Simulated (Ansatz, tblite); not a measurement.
# The cluster Zn₃Se₃: which isomer is lowest

The task here is to estimate one member of a computed series from the others.

Method: relaxed with PBE-D4/def2-SVP, singlet; program: Ansatz 0.2.0, Gaussian basis.

5 further runs of the same task are left out: 4 that didn't finish, 1 set aside as unsound or not needed. Runs told in other sessions of the task aren't counted.

## The starting structure

6 atoms, charge 0, spin multiplicity 1.

Atoms are counted from 1 here; the program's logs count them from 0.

Bond lengths: Zn1–Se4 2.307 Å, Zn1–Se6 2.309 Å, Zn2–Se4 2.309 Å, Zn2–Se5 2.310 Å, Zn3–Se5 2.307 Å, Zn3–Se6 2.308 Å. Angles: Se4–Zn1–Se6 160.1°, Se4–Zn2–Se5 160.4°, Se5–Zn3–Se6 160.1°, Zn1–Se4–Zn2 79.7°, Zn2–Se5–Zn3 79.7°, Zn1–Se6–Zn3 80.0°.

Geometry (Å):

```mol
Se3Zn3
  3D, bonds by distance, orders not assigned

  6  6  0  0  0  0  0  0  0  0999 V2000
    0.2958    1.2890    1.0849 Zn  0  0
    1.3093   -0.8184   -0.7247 Zn  0  0
   -1.6069   -0.4708   -0.3577 Zn  0  0
    2.4659    0.7251    0.5438 Se  0  0
   -0.4519   -1.9760   -1.6707 Se  0  0
   -2.0122    1.2511    1.1244 Se  0  0
  1  4  8  0
  1  6  8  0
  2  4  8  0
  2  5  8  0
  3  5  8  0
  3  6  8  0
M  END
```

A search from random starts with GFN1-xTB found 7 distinct shapes; 3 go on here. The structure above is candidate A, which lies 0.00 eV above the lowest at that level; B lies 0.30 eV above the lowest at that level; C lies 0.31 eV above the lowest at that level.

Set-up of the first run:

The input, in.yaml:

```yaml
crystal:
  periodic: [false, false, false]
  atoms:
    - {symbol: Zn, position_ang: [0.295840, 1.289000, 1.084930]}
    - {symbol: Zn, position_ang: [1.309270, -0.818370, -0.724700]}
    - {symbol: Zn, position_ang: [-1.606890, -0.470830, -0.357720]}
    - {symbol: Se, position_ang: [2.465920, 0.725110, 0.543770]}
    - {symbol: Se, position_ang: [-0.451930, -1.976020, -1.670690]}
    - {symbol: Se, position_ang: [-2.012210, 1.251100, 1.124420]}
basis:
  gaussian: {orbitals: def2-SVP}
hamiltonian: {xc: pbe, dispersion: d4}
scf: {lower_state_search: "off"}
output: {orbitals: {seedname: orbitals}}
relax: {f_tol: 0.02, max_steps: 100}
```

Run with:

```sh
ansatz run in.yaml --threads 4 --pin off --events-out ev --progress --plain --max-ram 4787MiB
```

Steps of the session up to this table: Relaxing candidate A; Relaxing candidate B; Relaxing candidate C; Candidate B, PBE0-D4/def2-TZVP; Candidate B, PBE-D4/def2-TZVP; Candidate B, r2SCAN-D4/def2-TZVP; Candidate B, HF/def2-TZVP; Candidate B, B97M-V/def2-TZVP; Candidate B, MP2/def2-TZVP; Candidate C, PBE0-D4/def2-TZVP; Candidate C, PBE-D4/def2-TZVP; Candidate C, r2SCAN-D4/def2-TZVP; Candidate C, HF/def2-TZVP; Candidate C, B97M-V/def2-TZVP; Candidate C, MP2/def2-TZVP.

One of the session's tables, all rows but one given; the rest of the session is left out.

It belongs to the step «C against A». 

| level | C above A (kJ/mol) |
| --- | --- |
| GFN1-xTB | +46.8 |
| GFN2-xTB | +68.8 |
| HF/def2-TZVP | +301.0 |
| PBE-D4/def2-TZVP | +212.8 |
| r2SCAN-D4/def2-TZVP | ? |
| B97M-V/def2-TZVP | +234.9 |
| PBE0-D4/def2-TZVP | +242.6 |
| MP2/def2-TZVP | +268.7 |

Q: Estimate the row for r2SCAN-D4/def2-TZVP from the others.

**Answer.** C above A (kJ/mol): +252.2. In the column «C above A (kJ/mol)» it lies between PBE0-D4/def2-TZVP (+242.6) and MP2/def2-TZVP (+268.7).

To keep in mind: A random search of this size may have missed the true lowest shape. Only singlets are compared; another spin may lie lower and prefer another shape.
